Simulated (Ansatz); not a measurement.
A run of Ansatz 0.2.0 is set up as follows.

input.yaml

```yaml
crystal:
  lattice:
    - [0.0, 2.897844, 2.897844]
    - [2.897844, 0.0, 2.897844]
    - [2.897844, 2.897844, 0.0]
  atoms:
    - { symbol: Ge, position: [0.0, 0.0, 0.0] }
    - { symbol: Ga, position: [0.25, 0.25, 0.25] }
hamiltonian:
  xc: pbesol
  pseudopotentials: { kind: paw }
kpoints:
  mp_grid: { grid: [8, 8, 8] }
  band_path:
    path:
      - [[0.0, 0.0, 0.0], [0.5, 0.0, 0.5], [0.5, 0.25, 0.75], [0.375, 0.375, 0.75], [0.0, 0.0, 0.0], [0.5, 0.5, 0.5], [0.625, 0.25, 0.625], [0.5, 0.25, 0.75], [0.5, 0.5, 0.5], [0.375, 0.375, 0.75]]
      - [[0.625, 0.25, 0.625], [0.5, 0.0, 0.5]]
    npoints: 14
scf:
  occupations: { method: fermi_dirac, width: 0.05 }
  n_extra_bands: 6
output:
  forces: true
  stress: true
  eigenvalues: true
  fatbands: true
  write_density: true
  write_potential: true
  elf: true
  volumetric_format: npy
```

Potentials or basis: Ansatz PAW.

Command:

```sh
$ ansatz run input.yaml --threads 2 --pin off --max-ram 5632MiB --backend cpu --events-out ev --progress --plain --runs-dir out
```

(1) Predict the band gap on the k mesh.

(2) What does it give for the pressure?

Results:

(1) none (metal or under the smearing width).

(2) -2.4 GPa.

Caveat: the PAW data sets come from PBE, with cores solved anew for the run's functional, which leaves a small shift of forces and pressure.
